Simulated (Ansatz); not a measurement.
# Manganese, A15 under PBEsol: relaxation and energy

The plan for manganese in the A15 structure: relax it, then solve it on a dense k-mesh. The start is ferromagnetic. The k-meshes are 6×6×6 for the relaxation; 8×8×8 for the dense run.

Program: Ansatz 0.2.0. Level of theory: DFT PBEsol, plane waves (420 eV) with PAW, scalar-relativistic; PAW files made under PBE, frozen cores solved again for the functional. These are calculated values, not measurements.

**1. Starting point**

It takes space group Pm-3n (No. 223, cubic). The conventional cell has a = 4.547 Å, b = 4.547 Å, c = 4.547 Å, α = 90.00°, β = 90.00°, γ = 90.00°. Mn (site symmetry m-3) has 12 Mn at 2.54 Å as nearest neighbours. Around Mn (site symmetry -4m2) lie 6 Mn at 2.27 to 2.54 Å.

Structure file:

```
Mn
1.0
     4.54677    0.00000    0.00000
     0.00000    4.54677    0.00000
     0.00000    0.00000    4.54677
Mn
8
Direct
  0.00000 0.00000 0.00000
  0.50000 0.50000 0.50000
  0.25000 0.00000 0.50000
  0.75000 0.00000 0.50000
  0.50000 0.25000 0.00000
  0.50000 0.75000 0.00000
  0.00000 0.50000 0.25000
  0.00000 0.50000 0.75000
```

The atoms start with moments of +3 ×8 μB.

**2. Relaxing cell and atoms**

input.yaml

```yaml
crystal:
  lattice:
    - [4.5467736727, 0.0, 0.0]
    - [0.0, 4.5467736727, 0.0]
    - [0.0, 0.0, 4.5467736727]
  atoms:
    - { symbol: Mn, position: [0.0, 0.0, 0.0], spin: 3.0 }
    - { symbol: Mn, position: [0.5, 0.5, 0.5], spin: 3.0 }
    - { symbol: Mn, position: [0.25, 0.0, 0.5], spin: 3.0 }
    - { symbol: Mn, position: [0.75, 0.0, 0.5], spin: 3.0 }
    - { symbol: Mn, position: [0.5, 0.25, 0.0], spin: 3.0 }
    - { symbol: Mn, position: [0.5, 0.75, 0.0], spin: 3.0 }
    - { symbol: Mn, position: [0.0, 0.5, 0.25], spin: 3.0 }
    - { symbol: Mn, position: [0.0, 0.5, 0.75], spin: 3.0 }
hamiltonian:
  xc: pbesol
  pseudopotentials:
    kind: paw
    azcp:
      Mn: "pseudopotentials/Mn.paw.azcp"
basis:
  ecutwfc: 420
  fft_grid_basis: typed
kpoints:
  mp_grid: { grid: [6, 6, 6], shift: [0, 0, 0] }
magnetization:
  spin_polarized: true
scf:
  occupations: { method: fermi_dirac, width: 0.05 }
relax:
  max_steps: 60
  f_tol: 0.01
  cell: {}
```

Command:

```console
$ ansatz run input.yaml --threads 4 --pin off --max-ram 8192MiB --backend cpu --events-out ev --progress --plain --runs-dir out
```

Further steps of the session: The energy on a finer k-mesh.

Q: Predict the outcome of this session. Wanted: space group; conventional cell; volume; shortest distance; gap on the mesh; magnetic state; relative to alpha-Mn.

**Answer**, as computed:

```
                                 quantity                                      value
           space group (spins left aside)                            Pm-3n (No. 223)
                        conventional cell                                a = 4.365 Å
                                   volume                             10.393 Å³/atom
                        shortest distance                                    2.182 Å
                          gap on the mesh               none (levels filled in part)
                           magnetic state  antiferromagnetic, up to 0.40 μB per atom
relative to alpha-Mn (A12), ferrimagnetic                               +60 meV/atom
```

From the guessed start the volume shrank by 11.5 % in 5 steps. Against the reference form of manganese (alpha-Mn (A12), ferrimagnetic, computed apart with the same settings) it stands 60 meV/atom higher. The final state is antiferromagnetic (largest moment 0.40 μB). That is not the order it started in. Levels at the Fermi energy are filled in part, as in a metal. The symmetry was held, so the structure may be unstable against distortions that break it.
